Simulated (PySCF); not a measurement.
**Si2NH6Cl (SMILES N[SiH]([SiH3])Cl): levels of theory compared**

Wanted: a comparison of 5 runs (HF/3-21G, HF/6-31G, BLYP/pcseg-1, PBE0/def2-SVP, CCSD(T)/6-31G**) of Si2NH6Cl. 

The results are computed with PySCF 2.14.0.

## Step 1: The molecule

Si2NH6Cl: 10 atoms, total charge 0, spin state singlet. As SMILES, `N[SiH]([SiH3])Cl`. The shape is that of a PBE0-D4/def2-TZVP optimisation. This is one conformer, not always the lowest.

Bond lengths: N1–Si2 1.706 Å, Si2–Si3 2.336 Å, Si2–Cl4 2.083 Å, N1–H5 1.008 Å, N1–H6 1.008 Å, Si2–H7 1.482 Å, Si3–H8 1.486 Å, Si3–H9 1.489 Å, Si3–H10 1.488 Å. Some angles: N1–Si2–Si3 109.4°, N1–Si2–Cl4 114.5°, Si3–Si2–Cl4 106.1°, N1–Si2–H7 107.1°, Si3–Si2–H7 114.7°, Cl4–Si2–H7 105.1°, Si2–N1–H5 120.5°, Si2–N1–H6 120.3°, Si2–Si3–H8 110.2°, Si2–Si3–H9 108.8°.

## Step 2: Energy and gradient at HF/3-21G (run 1)

Input file mol.xyz:

```xyz
10
ClH6NSi2
N     -0.500400     1.640400    -0.476600
Si    -0.088700     0.024400    -0.834700
Si     0.678000    -1.030800     1.103600
Cl    -1.669600    -1.135800    -1.538400
H     -1.066800     1.857300     0.327900
H     -0.657600     2.302300    -1.220500
H      0.889100     0.060000    -1.948200
H      0.872200    -2.482600     0.855100
H     -0.336100    -0.853800     2.179500
H      1.962900    -0.432600     1.555400
```

Input file calc.py:

```python
# N[SiH]([SiH3])Cl
from pyscf import gto, scf

mol = gto.Mole()
mol.atom = 'mol.xyz'
mol.charge = 0
mol.max_memory = 1860
mol.basis = '3-21g'
mol.verbose = 4
mol.build()

mf = scf.RHF(mol)
mf.conv_tol = 1e-10
mf.kernel()
if not mf.converged:
    mf = mf.newton().run(mf.mo_coeff, mf.mo_occ)

e_tot = mf.e_tot
print('E = %.10f Eh' % e_tot)
grad = mf.nuc_grad_method().kernel()
dip = mf.dip_moment()
pop, q = mf.mulliken_pop()
```

The run is started by

```sh
$ OMP_NUM_THREADS=1 python calc.py
```

The program printed:

```text
PySCF version 2.14.0

[... 64 lines left out ...]
converged SCF energy = -1089.77913597353
[... 12 lines left out ...]
Dipole moment(X, Y, Z, Debye):  1.13009,  2.55042,  1.11665
[... 71 lines left out ...]
charge of    9H =     -0.15390
```

It took 3 s on 1 thread of Intel Xeon at 2.70GHz, shared host; peak memory 0.13 GiB.

## Step 3: Energy and gradient at HF/6-31G (run 2)

Input file run.py:

```python
# N[SiH]([SiH3])Cl
import pyscf.grad
from pyscf import gto

molecule = gto.M(
    atom='''
N     -0.945619     3.099907    -0.900643
Si    -0.167619     0.046109    -1.577354
Si     1.281234    -1.947930     2.085502
Cl    -3.155087    -2.146351    -2.907155
H     -2.015960     3.509788     0.619641
H     -1.242684     4.350716    -2.306411
H      1.680155     0.113384    -3.681564
H      1.648219    -4.691434     1.615905
H     -0.635137    -1.613448     4.118658
H      3.709343    -0.817496     2.939280
''',
    basis='6-31g',
    spin=0,
    verbose=4,
    max_memory=1860,
    charge=0,
    unit='bohr',
)

mf = molecule.RHF()
mf.conv_tol = 1e-10
mf.kernel()
if not mf.converged:
    mf = mf.newton().run(mf.mo_coeff, mf.mo_occ)

etot = mf.e_tot
print('E(%s) = %.9f' % ('HF', etot))
grad = mf.Gradients().kernel()
mf.analyze()
```

The run is started by

```sh
$ OMP_NUM_THREADS=1 python run.py
```

The program printed:

```text
PySCF version 2.14.0

[... 83 lines left out ...]
DFT Exchange-Correlation Energy =      -77.082643912698700
[... 13 lines left out ...]
MO #12  energy= -4.31390156329625  occ= 2
[... 11 lines left out ...]
MO #24  energy= -0.496215059230791 occ= 2
[... 11 lines left out ...]
MO #36  energy= 0.260688503265882  occ= 0
[... 11 lines left out ...]
MO #48  energy= 0.707279842678908  occ= 0
[... 11 lines left out ...]
MO #60  energy= 1.52781970939631   occ= 0
[... 73 lines left out ...]
Dipole moment(X, Y, Z, Debye):  1.15200,  2.22766,  1.05137
```

It took 11 s on 1 thread of Intel Xeon at 2.70GHz, shared host; peak memory 0.13 GiB.

Run 3 isn't shown in full; the table further down has it.

## Step 4: Energy and gradient at PBE0/def2-SVP (run 4)

Input file job.py:

```python
# N[SiH]([SiH3])Cl
from pyscf import gto, dft

mol = gto.M(
    atom='''
N       -0.500400       1.640400      -0.476600
Si      -0.088700       0.024400      -0.834700
Si       0.678000      -1.030800       1.103600
Cl      -1.669600      -1.135800      -1.538400
H       -1.066800       1.857300       0.327900
H       -0.657600       2.302300      -1.220500
H        0.889100       0.060000      -1.948200
H        0.872200      -2.482600       0.855100
H       -0.336100      -0.853800       2.179500
H        1.962900      -0.432600       1.555400
''',
    charge=0,
    verbose=4,
    basis='def2-svp',
    spin=0,
    max_memory=1860,
)

myscf = dft.RKS(mol, xc='pbe0')
myscf.conv_tol = 1e-10
myscf.grids.level = 5
myscf.kernel()
if not myscf.converged:
    myscf = myscf.newton().run(myscf.mo_coeff, myscf.mo_occ)

e_tot = myscf.e_tot
print('E = %.10f Eh' % e_tot)
grad = myscf.nuc_grad_method().kernel()
dip = myscf.dip_moment()
pop, q = myscf.mulliken_pop()
```

The run is started by

```sh
$ OMP_NUM_THREADS=1 python job.py
```

The program printed:

```text
PySCF version 2.14.0

[... 77 lines left out ...]
converged SCF energy = -1096.78420669254
[... 13 lines left out ...]
Dipole moment(X, Y, Z, Debye):  0.15789,  2.02495,  0.52316
[... 109 lines left out ...]
charge of    9H =     -0.05054
```

Wall time 70 s (1 thread of Intel Xeon at 2.70GHz, shared host); peak memory 0.97 GiB.

## Step 5: The energy at CCSD(T)/6-31G(d,p) (spherical functions) (run 5)

Input file calc.py:

```python
# N[SiH]([SiH3])Cl
from pyscf import gto, scf, cc

mol = gto.Mole()
mol.atom = '''
N       -0.500400       1.640400      -0.476600
Si      -0.088700       0.024400      -0.834700
Si       0.678000      -1.030800       1.103600
Cl      -1.669600      -1.135800      -1.538400
H       -1.066800       1.857300       0.327900
H       -0.657600       2.302300      -1.220500
H        0.889100       0.060000      -1.948200
H        0.872200      -2.482600       0.855100
H       -0.336100      -0.853800       2.179500
H        1.962900      -0.432600       1.555400
'''
mol.verbose = 4
mol.max_memory = 1860
mol.basis = '6-31g**'
mol.build()

hf = scf.RHF(mol)
hf.conv_tol = 1e-10
hf.kernel()
if not hf.converged:
    hf = hf.newton().run(hf.mo_coeff, hf.mo_occ)

mycc = cc.CCSD(hf, frozen=16)
mycc.kernel()
e_t = mycc.ccsd_t()
energy = mycc.e_tot + e_t
print('E = %.10f Eh' % energy)
hf.analyze()
```

The run is started by

```sh
$ OMP_NUM_THREADS=1 python calc.py
```

The program printed:

```text
PySCF version 2.14.0

[... 105 lines left out ...]
MO #3   energy= -68.7572037796245  occ= 2
[... 18 lines left out ...]
MO #22  energy= -0.571675745130968 occ= 2
[... 18 lines left out ...]
MO #41  energy= 0.392453453905615  occ= 0
[... 18 lines left out ...]
MO #60  energy= 1.06759716156913   occ= 0
[... 18 lines left out ...]
MO #79  energy= 2.35852205492568   occ= 0
[... 18 lines left out ...]
MO #98  energy= 3.78204656319901   occ= 0
[... 111 lines left out ...]
Dipole moment(X, Y, Z, Debye):  0.61677,  2.15509,  0.77705
```

Wall time 39 s (1 thread of Intel Xeon at 2.70GHz, shared host); peak memory 0.5 GiB.

## Step 6: All runs side by side

| run | level | integration grid | task | energy (Eh) | dipole moment (D) of the reference | HOMO energy (eV) | LUMO energy (eV) | wall time |
| --- | --- | --- | --- | --- | --- | --- | --- | --- |
| 1 | HF/3-21G | – | gradient | -1089.779136 | 3.00 | -10.81 | 3.50 | 3 s |
| 2 | HF/6-31G | – | gradient | -1095.186590 | 2.72 | -10.84 | 3.21 | 11 s |
| 3 | BLYP/pcseg-1 | 5 | gradient | -1097.533987 | 2.22 | -6.42 | -0.71 | 71 s |
| 4 | PBE0/def2-SVP | 5 | gradient | -1096.784207 | 2.10 | -7.75 | 0.18 | 70 s |
| 5 | CCSD(T)/6-31G** (spherical functions) | – | energy | -1095.890365 | 2.37 | -10.77 | 3.32 | 39 s |

## Step 7: What came out

| quantity | value |
| --- | --- |
| run 5: total energy | -1095.89037 Eh |
| run 5: dipole moment (Hartree–Fock density) | 2.37 D |
| run 5: HOMO energy (Hartree–Fock orbitals) | -10.77 eV |
| run 5: LUMO energy (Hartree–Fock orbitals) | 3.32 eV |
| run 5: HOMO–LUMO gap (Hartree–Fock orbitals) | 14.09 eV |
| run 5: correlation energy (16 core orbitals frozen) | -552.0 mEh |
| run 5: (T) correction | -13.02 mEh |
| run 5: T1 diagnostic | 0.010 |

Over runs 1, 2, 3, 4 the dipole moment (its size) runs from 2.10 D (PBE0/def2-SVP) to 3.00 D (HF/3-21G). The two ends differ in method and basis. Over runs 1, 2, 3, 4 the HOMO–LUMO gap runs from 5.72 eV (BLYP/pcseg-1) to 14.31 eV (HF/3-21G). Totals of different functionals can't be ranked against each other. All runs together took 3.2 min, the longest 71 s.
